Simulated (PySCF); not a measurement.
# Accurate constants of Cs2, step by step

The task here is to estimate one member of a computed series from the others.

Program: PySCF 2.14.0. Level of theory: CCSD(T) on RHF, spin-free X2C with a Gaussian nucleus. These are calculated values, not measurements.

Set-up of the first run:

| Property | Result |
| --- | --- |
| molecule | Cs2 |
| state | singlet, unpaired electrons none |
| smaller basis | Cs cc-pwCVDZ-X2C |
| larger basis | Cs cc-pwCVTZ-X2C |
| frozen core orbitals | 46 |
| extrapolation | correlation as n⁻³ (n = 2, 3), Hartree–Fock as (n+1)·exp(−9√n) |
| corrections | none |
| distances (Å) | 4.2036, 4.3947, 4.5858, 4.7768, 4.9679, 5.2068, 5.4456 |
| masses (u) | 132.9054, 132.9054 |
| dissociation limit | Cs + Cs |

Launch:

```sh
$ OMP_NUM_THREADS=4 python comp.py task.json out
```

One table of the session follows, with a row left open; its other results are not shown here.

Parts of the energy along the bond, in eV from Cs + Cs:

```
 R (Å)  HF/CBS  CCSD corr.      (T)
4.2036   0.328      -0.607  -0.1088
4.3947       ?           ?        ?
4.5858   0.205      -0.548  -0.0984
4.7768   0.175      -0.519  -0.0945
4.9679   0.161      -0.492  -0.0918
5.2068   0.163      -0.461  -0.0903
5.4456   0.182      -0.436  -0.0911
```

Estimate the missing values for R (Å) = 4.3947.

Worked estimate for «HF/CBS». A straight line through the neighbours (4.2036, 0.328) and (4.5858, 0.205) gives 0.328 + (0.205 − 0.328) × (4.3947 − 4.2036) / (4.5858 − 4.2036) = 0.266; a parabola fitted to 3 rows on both sides gives 0.256.

As computed: HF/CBS: 0.255; CCSD corr.: -0.577; (T): -0.1033. In «HF/CBS» the line misses by +0.011 and the parabola by +0.001.

Caveats from the session: An extrapolation from double and triple zeta is rough, so this isn't yet the limit.
